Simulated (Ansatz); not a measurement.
**Cu2+ (doublet): energies up the ladder**

Wanted for Cu2+ (doublet): energies up the ladder. Charge +1. Spin multiplicity 2.

Method: the levels named in each step, in Ansatz 0.2.0.

## Step 1: The starting structure

Bond lengths: Cu1–Cu2 2.226 Å.

Structure file:

```xyz
2

Cu    0.0000    0.0000    0.0000
Cu    0.0000    0.0000    2.2256
```

## Step 2: A rough first relaxation, PBE-D4/def2-SVP

The input, input.yaml:

```yaml
crystal:
  periodic: [false, false, false]
  atoms:
    - { symbol: Cu, position_ang: [0.0, 0.0, 0.0] }
    - { symbol: Cu, position_ang: [0.0, 0.0, 2.22557] }
magnetization:
  spin_polarized: true
  initial_magnetization: 1
total_charge: 1
basis:
  gaussian: { orbitals: def2-SVP }
hamiltonian:
  xc: pbe
  dispersion: d4
relax:
  f_tol: 0.03
  max_steps: 200
```

On the command line:

```console
ansatz run input.yaml --threads 4 --pin off --max-ram 10240MiB --backend cpu --events-out ev --progress --plain --runs-dir out
```

The log of the run (excerpt; [...] marks lines left out):

```text
Warning: RAYON_NUM_THREADS=4 ignored (pool sized by the plan → 4); use --threads N
[...]
Functional definition: PBE
[...]
768 factors; their error is unknown
[...]
mean field -89246.94858820 eV, -3279.7648668619 hartree, gradient 8.0e-6 eV, S^2 0.753687; 17 other end points of the search recorded, 0 dependent functions left out
[...]
reference -89246.94866900 eV, -3279.7648698312 hartree; 29, 28 occupied and 33, 34 virtual orbitals, 768 factors
relax step   1: F+E_penalty+E_count = -89246.97725394 eV  Δ(F+E_penalty+E_count) = +0.000e0 eV  max|allowed force component| = 9.001e-1 eV/Å  Δτ_max = 0.0000 Å  (429 SCF iters, accepted)
[...]
relax step   3: F+E_penalty+E_count = -89247.02609555 eV  Δ(F+E_penalty+E_count) = -1.312e-2 eV  max|allowed force component| = 6.192e-2 eV/Å  Δτ_max = 0.0273 Å  (36 SCF iters, accepted)
[...]
relax step   4: F+E_penalty+E_count = -89247.02642001 eV  Δ(F+E_penalty+E_count) = -3.245e-4 eV  max|allowed force component| = 1.845e-3 eV/Å  Δτ_max = 0.0054 Å  (40 SCF iters, accepted)
768 factors; their error is unknown
[...]
mean field -89246.99779277 eV, -3279.7666750966 hartree, gradient 6.7e-6 eV, S^2 0.753617; 16 other end points of the search recorded, 0 dependent functions left out
[...]
reference -89246.99788010 eV, -3279.7666783058 hartree; 29, 28 occupied and 33, 34 virtual orbitals, 768 factors
Total energy: -89247.02650734 eV, -3279.7677303374 hartree
Atom 0 at    -0.000000    -0.000000    -0.059973 Å, force    -0.000000    -0.000000     0.001845 eV/Å
Atom 1 at     0.000000     0.000000     2.285543 Å, force     0.000000     0.000000    -0.001845 eV/Å
Dipole moment:    -0.000000    -0.000000     0.000000 e Å
```

Wall time 23 s (4 threads of Intel Xeon at 2.70GHz, shared host); peak memory 0.18 GiB.

Step by step:

| step | E - E(step 1) (eV) | largest force component (eV/Å) |
| --- | --- | --- |
| 1 | 0.0000 | 0.9001 |
| 2 | -0.0357 | 0.4326 |
| 3 | -0.0488 | 0.0619 |
| 4 | -0.0492 | 0.0018 |

Step 1 is the start.

Before: Bond lengths: Cu1–Cu2 2.226 Å.

After: Bond lengths: Cu1–Cu2 2.346 Å.

## Step 3: Relaxation, PBE0-D4/def2-TZVPP

The input, input.yaml:

```yaml
crystal:
  periodic: [false, false, false]
  atoms:
    - { symbol: Cu, position_ang: [0.0, 0.0, -0.05997322] }
    - { symbol: Cu, position_ang: [0.0, 0.0, 2.28554322] }
magnetization:
  spin_polarized: true
  initial_magnetization: 1
total_charge: 1
basis:
  gaussian: { orbitals: def2-TZVPP }
hamiltonian:
  xc: pbe0
  dispersion: d4
relax:
  f_tol: 0.002
  max_steps: 150
```

On the command line:

```console
ansatz run input.yaml --threads 4 --pin off --max-ram 10240MiB --backend cpu --events-out ev --progress --plain --runs-dir out
```

The log of the run (excerpt; [...] marks lines left out):

```text
Warning: RAYON_NUM_THREADS=4 ignored (pool sized by the plan → 4); use --threads N
[...]
Functional definition: PBE0
[...]
1032 factors; integrals over basis functions are off by at most 3.8e-4 eV
[...]
mean field -89260.70346543 eV, -3280.2703492767 hartree, gradient 1.8e-5 eV, S^2 0.760953; 1 other end points of the search recorded, 0 dependent functions left out
[...]
reference -89260.70350201 eV, -3280.2703506209 hartree; 29, 28 occupied and 99, 100 virtual orbitals, 1032 factors
relax step   1: F+E_penalty+E_count = -89260.72753053 eV  Δ(F+E_penalty+E_count) = +0.000e0 eV  max|allowed force component| = 4.944e-1 eV/Å  Δτ_max = 0.0000 Å  (52 SCF iters, accepted)
[...]
relax step   3: F+E_penalty+E_count = -89260.75269524 eV  Δ(F+E_penalty+E_count) = -8.576e-3 eV  max|allowed force component| = 3.407e-2 eV/Å  Δτ_max = 0.0291 Å  (43 SCF iters, accepted)
[...]
relax step   4: F+E_penalty+E_count = -89260.75286201 eV  Δ(F+E_penalty+E_count) = -1.668e-4 eV  max|allowed force component| = 2.761e-4 eV/Å  Δτ_max = 0.0050 Å  (34 SCF iters, accepted)
1032 factors; integrals over basis functions are off by at most 6.2e-4 eV
[...]
mean field -89260.72863712 eV, -3280.2712743192 hartree, gradient 7.4e-6 eV, S^2 0.760917; 3 other end points of the search recorded, 0 dependent functions left out
[...]
reference -89260.72867437 eV, -3280.2712756881 hartree; 29, 28 occupied and 99, 100 virtual orbitals, 1032 factors
Total energy: -89260.75289926 eV, -3280.2721659364 hartree
Atom 0 at    -0.000000    -0.000000    -0.115932 Å, force    -0.000000     0.000000     0.000276 eV/Å
Atom 1 at     0.000000     0.000000     2.341502 Å, force     0.000000    -0.000000    -0.000276 eV/Å
Dipole moment:     0.000000     0.000000    -0.000000 e Å
```

Wall time 20 s (4 threads of Intel Xeon at 2.70GHz, shared host); peak memory 0.4 GiB.

Relaxation path:

```csv
step,energy from step 1 (eV),largest force component (eV/Å)
1,0.0000,0.4944
2,-0.0166,0.2712
3,-0.0252,0.0341
4,-0.0253,0.0003
```

Step 1 is the start.

Before: Bond lengths: Cu1–Cu2 2.346 Å.

After: Bond lengths: Cu1–Cu2 2.457 Å.

## Step 4: Frequencies, PBE0-D4/def2-TZVPP

The input, input.yaml:

```yaml
crystal:
  periodic: [false, false, false]
  atoms:
    - { symbol: Cu, position_ang: [0.0, 0.0, -0.11593219] }
    - { symbol: Cu, position_ang: [0.0, 0.0, 2.34150219] }
magnetization:
  spin_polarized: true
  initial_magnetization: 1
total_charge: 1
basis:
  gaussian: { orbitals: def2-TZVPP }
hamiltonian:
  xc: pbe0
  dispersion: d4
phonons: {}
```

On the command line:

```console
ansatz run input.yaml --threads 4 --pin off --max-ram 10240MiB --backend cpu --events-out ev --progress --plain --runs-dir out
```

The log of the run (excerpt; [...] marks lines left out):

```text
Warning: RAYON_NUM_THREADS=4 ignored (pool sized by the plan → 4); use --threads N
[...]
[... 1 set-up line as earlier in the session ...]
[...]
1036 factors; integrals over basis functions are off by at most 2.5e-4 eV
[...]
mean field -89260.72864706 eV, -3280.2712746845 hartree, gradient 1.6e-5 eV, S^2 0.760917; 1 other end points of the search recorded, 0 dependent functions left out
[...]
reference -89260.72868431 eV, -3280.2712760534 hartree; 29, 28 occupied and 99, 100 virtual orbitals, 1036 factors
[...]
1036 factors; integrals over basis functions are off by at most 2.5e-4 eV
[...]
mean field -89260.72864706 eV, -3280.2712746843 hartree, gradient 2.7e-7 eV, S^2 0.760917; 0 other end points of the search recorded, 0 dependent functions left out
[...]
reference -89260.72868430 eV, -3280.2712760532 hartree; 29, 28 occupied and 99, 100 virtual orbitals, 1036 factors
[...]
1036 factors; integrals over basis functions are off by at most 2.5e-4 eV
mean field -89260.72864551 eV, -3280.2712746277 hartree, gradient 8.8e-7 eV, S^2 0.760920; 0 other end points of the search recorded, 0 dependent functions left out
[...]
reference -89260.72868275 eV, -3280.2712759959 hartree; 29, 28 occupied and 99, 100 virtual orbitals, 1036 factors
[...]
1036 factors; integrals over basis functions are off by at most 2.5e-4 eV
[...]
mean field -89260.72862722 eV, -3280.2712739553 hartree, gradient 1.0e-6 eV, S^2 0.760914; 0 other end points of the search recorded, 0 dependent functions left out
[...]
reference -89260.72866448 eV, -3280.2712753248 hartree; 29, 28 occupied and 99, 100 virtual orbitals, 1036 factors
Total energy: -89260.75290920 eV, -3280.2721663017 hartree
Atom 0 at     0.000000     0.000000    -0.115932 Å, force    -0.000000    -0.000000     0.000243 eV/Å
Atom 1 at     0.000000     0.000000     2.341502 Å, force    -0.000000    -0.000000    -0.000243 eV/Å
Dipole moment:    -0.000000     0.000000     0.000000 e Å
Vibrations: 171.26 cm⁻¹, zero-point energy 0.010617 eV
```

It took 17 s on 4 threads of Intel Xeon at 2.70GHz, shared host; peak memory 0.38 GiB.

Harmonic frequencies (cm⁻¹; negative: imaginary): 171.

## Step 5: Single point, PBE-D4/def2-TZVPP

input.yaml: that of step 4 with these lines changed.

```diff
@@ -12,4 +12,3 @@
 hamiltonian:
-  xc: pbe0
+  xc: pbe
   dispersion: d4
-phonons: {}
```

On the command line:

```console
ansatz run input.yaml --threads 4 --pin off --max-ram 10240MiB --backend cpu --events-out ev --progress --plain --runs-dir out
```

The log of the run (excerpt; [...] marks lines left out):

```text
Warning: RAYON_NUM_THREADS=4 ignored (pool sized by the plan → 4); use --threads N
[...]
[... 1 set-up line as earlier in the session ...]
[...]
1010 factors; their error is unknown
[...]
mean field -89260.66422198 eV, -3280.2689071066 hartree, gradient 3.4e-6 eV, S^2 0.754881; 15 other end points of the search recorded, 0 dependent functions left out
reference -89260.66426507 eV, -3280.2689086900 hartree; 29, 28 occupied and 99, 100 virtual orbitals, 1010 factors
Total energy: -89260.69304444 eV, -3280.2699663125 hartree
```

Run time: 13 s. Hardware: 4 threads of Intel Xeon at 2.70GHz, shared host; peak memory 0.32 GiB.

## Step 6: Single point, r2SCAN-D4/def2-TZVPP

input.yaml: that of step 5 with these lines changed.

```diff
@@ -12,3 +12,3 @@
 hamiltonian:
-  xc: pbe
+  xc: r2scan
   dispersion: d4
```

On the command line:

```console
ansatz run input.yaml --threads 4 --pin off --max-ram 10240MiB --backend cpu --events-out ev --progress --plain --runs-dir out
```

The log of the run (excerpt; [...] marks lines left out):

```text
Warning: RAYON_NUM_THREADS=4 ignored (pool sized by the plan → 4); use --threads N
[...]
Functional definition: r2SCAN
[...]
1010 factors; their error is unknown
[...]
mean field -89272.94593174 eV, -3280.7202516152 hartree, gradient 2.0e-5 eV, S^2 0.763649; 14 other end points of the search recorded, 0 dependent functions left out
reference -89272.94594970 eV, -3280.7202522754 hartree; 29, 28 occupied and 99, 100 virtual orbitals, 1010 factors
Total energy: -89272.95093828 eV, -3280.7204356025 hartree
```

It took 30 s on 4 threads of Intel Xeon at 2.70GHz, shared host; peak memory 0.39 GiB.

## Step 7: Single point, B3LYP-D4/def2-TZVPP

input.yaml: that of step 6 with these lines changed.

```diff
@@ -12,3 +12,3 @@
 hamiltonian:
-  xc: r2scan
+  xc: { name: B3LYP }
   dispersion: d4
```

On the command line:

```console
ansatz run input.yaml --threads 4 --pin off --max-ram 10240MiB --backend cpu --events-out ev --progress --plain --runs-dir out
```

The log of the run:

```text
Warning: RAYON_NUM_THREADS=4 ignored (pool sized by the plan → 4); use --threads N
Engine: ansatz 0.2.0, x86_64-unknown-linux-gnu
Functional definition: B3LYP
  parameter a0 = 0.2
  parameter ax = 0.72
  parameter ac = 0.81
  exchange = (1 - a0 - ax)*slater_x + ax*b88_x + a0*exact_x
  correlation = (1 - ac)*vwn_rpa_c + ac*lyp_c
1146 factors; their error is unknown
mean field evaluation 1: about -89244.0016 eV, gradient 1.5e2 eV
mean field evaluation 2: about -87857.5170 eV, gradient 6.3e2 eV
mean field evaluation 4: about -89275.1191 eV, gradient 3.1e1 eV
mean field evaluation 8: about -89276.6355 eV, gradient 5.1e-2 eV
mean field evaluation 16: about -89276.6865 eV, gradient 8.6e-5 eV
mean field -89276.68653161 eV, -3280.8577161250 hartree, gradient 1.8e-5 eV, S^2 0.757493; 4 other end points of the search recorded, 0 dependent functions left out
reference -89276.68674562 eV, -3280.8577239899 hartree; 29, 28 occupied and 99, 100 virtual orbitals, 1146 factors
Total energy: -89276.73536019 eV, -3280.8595105425 hartree
```

It took 4.5 s on 4 threads of Intel Xeon at 2.70GHz, shared host; peak memory 0.44 GiB.

## Step 8: Single point, wB97M-V/def2-TZVPP

input.yaml: that of step 7 with these lines changed.

```diff
@@ -12,3 +12,2 @@
 hamiltonian:
-  xc: { name: B3LYP }
-  dispersion: d4
+  xc: { name: wB97M-V }
```

On the command line:

```console
ansatz run input.yaml --threads 4 --pin off --max-ram 10240MiB --backend cpu --events-out ev --progress --plain --runs-dir out
```

The log of the run (excerpt; [...] marks lines left out):

```text
Warning: RAYON_NUM_THREADS=4 ignored (pool sized by the plan → 4); use --threads N
[...]
Functional definition: wB97M-V
[...]
  gx(w, u) = 1 - cx + cx01*u + cx10*w
  gss(w, u) = css00 + css04*u^4 + css10*w + css20*w^2 + css43*w^4*u^3
  gos(w, u) = cos00 + cos10*w + (cos20 + cos21*u)*w^2 + (cos60 + cos61*u)*w^6
[...]
      + integral(e_c_pw_mod_opposite_spin*gos(b97_w_opposite, b97_u_opposite)) + vv10(b, c)
1098 factors; their error is unknown
133 factors; integrals over basis functions are off by at most 1.1e-4 eV
[...]
mean field -89269.12440059 eV, -3280.5798129360 hartree, gradient 4.4e-5 eV, S^2 0.758439; 2 other end points of the search recorded, 0 dependent functions left out
reference -89269.12445256 eV, -3280.5798148457 hartree; 29, 28 occupied and 99, 100 virtual orbitals, 1098 factors
Total energy: -89269.12445256 eV, -3280.5798148457 hartree
```

Run time: 12 s. Hardware: 4 threads of Intel Xeon at 2.70GHz, shared host; peak memory 0.58 GiB.

## Step 9: Single point, B2PLYP/def2-TZVPP

input.yaml: that of step 8 with these lines changed.

```diff
@@ -12,2 +12,4 @@
 hamiltonian:
-  xc: { name: wB97M-V }
+  xc: { name: B2PLYP }
+correlation:
+  frozen_orbitals: { Cu: 9 }
```

On the command line:

```console
ansatz run input.yaml --threads 4 --pin off --max-ram 10240MiB --backend cpu --events-out ev --progress --plain --runs-dir out
```

The log of the run (excerpt; [...] marks lines left out):

```text
Warning: RAYON_NUM_THREADS=4 ignored (pool sized by the plan → 4); use --threads N
[...]
Functional definition: B2PLYP
[...]
914 factors; integrals over basis functions are off by at most 8.0e-4 eV
[...]
mean field -89250.54807512 eV, -3279.8971455664 hartree, gradient 3.9e-6 eV, S^2 0.759460; 0 other end points of the search recorded, 0 dependent functions left out
18 core orbitals not correlated: weight in the atoms' cores, before any rotation towards them, 1.000 or more for the frozen orbitals, at most 0.000 for the correlated occupied ones
reference -89250.54821453 eV, -3279.8971506896 hartree; 11, 10 occupied and 99, 100 virtual orbitals, 914 factors
second order -30.89138380 eV of doubles, -0.00000000 eV of singles
Total energy: -89258.88888816 eV, -3280.2036647918 hartree
```

Wall time 4.2 s (4 threads of Intel Xeon at 2.70GHz, shared host); peak memory 0.48 GiB.

## Step 10: Single point, LDA/def2-TZVPP

input.yaml: that of step 9 with these lines changed.

```diff
@@ -12,4 +12,2 @@
 hamiltonian:
-  xc: { name: B2PLYP }
-correlation:
-  frozen_orbitals: { Cu: 9 }
+  xc: lda
```

On the command line:

```console
ansatz run input.yaml --threads 4 --pin off --max-ram 10240MiB --backend cpu --events-out ev --progress --plain --runs-dir out
```

The log of the run:

```text
Warning: RAYON_NUM_THREADS=4 ignored (pool sized by the plan → 4); use --threads N
[... 1 set-up line as earlier in the session ...]
Functional definition: SPW92
  exchange = slater_x
  correlation = pw_c
1010 factors; their error is unknown
mean field evaluation 1: about -89088.0833 eV, gradient 1.5e2 eV
mean field evaluation 2: about -87519.4025 eV, gradient 6.0e2 eV
mean field evaluation 4: about -89102.8481 eV, gradient 1.0e2 eV
mean field evaluation 8: about -89123.1450 eV, gradient 3.0e0 eV
mean field evaluation 16: about -89123.1131 eV, gradient 9.9e-4 eV
mean field evaluation 32: about -89122.0004 eV, gradient 1.1e-1 eV
mean field evaluation 64: about -89121.7957 eV, gradient 9.6e-1 eV
mean field evaluation 96: about -89121.6636 eV, gradient 1.8e0 eV
mean field -89123.11311900 eV, -3275.2139973074 hartree, gradient 3.7e-5 eV, S^2 0.752862; 13 other end points of the search recorded, 0 dependent functions left out
reference -89123.11315660 eV, -3275.2139986891 hartree; 29, 28 occupied and 99, 100 virtual orbitals, 1010 factors
Total energy: -89123.11315660 eV, -3275.2139986891 hartree
```

Wall time 7.1 s (4 threads of Intel Xeon at 2.70GHz, shared host); peak memory 0.3 GiB.

## Step 11: Single point, PBE0-D4/def2-SVP

input.yaml: that of step 10 with these lines changed.

```diff
@@ -10,4 +10,5 @@
 basis:
-  gaussian: { orbitals: def2-TZVPP }
+  gaussian: { orbitals: def2-SVP }
 hamiltonian:
-  xc: lda
+  xc: pbe0
+  dispersion: d4
```

On the command line:

```console
ansatz run input.yaml --threads 4 --pin off --max-ram 10240MiB --backend cpu --events-out ev --progress --plain --runs-dir out
```

The log of the run:

```text
Warning: RAYON_NUM_THREADS=4 ignored (pool sized by the plan → 4); use --threads N
[... 2 set-up lines as earlier in the session ...]
  parameter a = 0.25
  parameter kappa = 0.804
  parameter beta = 0.06672455060314922
  exchange = (1 - a)*pbe_x(kappa = kappa, mu = beta*pi^2/3) + a*exact_x
  correlation = pbe_c(beta = beta)
693 factors; integrals over basis functions are off by at most 1.2e-3 eV
mean field evaluation 1: about -89224.7683 eV, gradient 8.7e1 eV
mean field evaluation 2: about -88709.6685 eV, gradient 3.5e2 eV
mean field evaluation 4: about -89247.4969 eV, gradient 7.3e-1 eV
mean field evaluation 8: about -89247.5360 eV, gradient 8.7e-2 eV
mean field evaluation 16: about -89247.5361 eV, gradient 4.9e-5 eV
mean field -89247.53608034 eV, -3279.7864567998 hartree, gradient 4.9e-5 eV, S^2 0.760111; 3 other end points of the search recorded, 0 dependent functions left out
reference -89247.53613967 eV, -3279.7864589803 hartree; 29, 28 occupied and 33, 34 virtual orbitals, 693 factors
Total energy: -89247.56036457 eV, -3279.7873492286 hartree
```

It took 1.5 s on 4 threads of Intel Xeon at 2.70GHz, shared host; peak memory 0.18 GiB.

## Step 12: Single point, PBE-D4/def2-SVP

input.yaml: that of step 11 with these lines changed.

```diff
@@ -12,3 +12,3 @@
 hamiltonian:
-  xc: pbe0
+  xc: pbe
   dispersion: d4
```

On the command line:

```console
ansatz run input.yaml --threads 4 --pin off --max-ram 10240MiB --backend cpu --events-out ev --progress --plain --runs-dir out
```

The log of the run (excerpt; [...] marks lines left out):

```text
Warning: RAYON_NUM_THREADS=4 ignored (pool sized by the plan → 4); use --threads N
[...]
[... 1 set-up line as earlier in the session ...]
[...]
768 factors; their error is unknown
[...]
mean field -89246.96710134 eV, -3279.7655472073 hartree, gradient 6.6e-6 eV, S^2 0.753660; 13 other end points of the search recorded, 0 dependent functions left out
reference -89246.96719212 eV, -3279.7655505431 hartree; 29, 28 occupied and 33, 34 virtual orbitals, 768 factors
Total energy: -89246.99597149 eV, -3279.7666081657 hartree
```

Wall time 8.2 s (4 threads of Intel Xeon at 2.70GHz, shared host); peak memory 0.16 GiB.

## Step 13: The levels compared

```
             level  Cu1–Cu2 (Å)  rotational constants (MHz)  highest frequency (cm⁻¹)  CPU time
PBE0-D4/def2-TZVPP       2.4574                      2659.7                       171      67 s
```

Constants are for the commonest isotopes at the equilibrium geometry; times are CPU times of the relaxations.

## Step 14: Total energies

```
               level  energy (eV)  CPU time
   PBE-D4/def2-TZVPP  -89260.6930      45 s
r2SCAN-D4/def2-TZVPP  -89272.9509   1.8 min
 B3LYP-D4/def2-TZVPP  -89276.7354      15 s
  wB97M-V/def2-TZVPP  -89269.1245      43 s
   B2PLYP/def2-TZVPP  -89258.8889      14 s
      LDA/def2-TZVPP  -89123.1132      22 s
    PBE0-D4/def2-SVP  -89247.5604     4.7 s
     PBE-D4/def2-SVP  -89246.9960      29 s
```

## Step 15: What came out

```
                         quantity          value
    Cu1–Cu2 at PBE0-D4/def2-TZVPP        2.457 Å
frequencies at PBE0-D4/def2-TZVPP       171 cm⁻¹
        energy at PBE-D4/def2-SVP  -89246.996 eV
```

No mode is imaginary, so the geometry is a minimum. These totals serve in differences with atoms or fragments at the same level; alone they don't rank the methods.
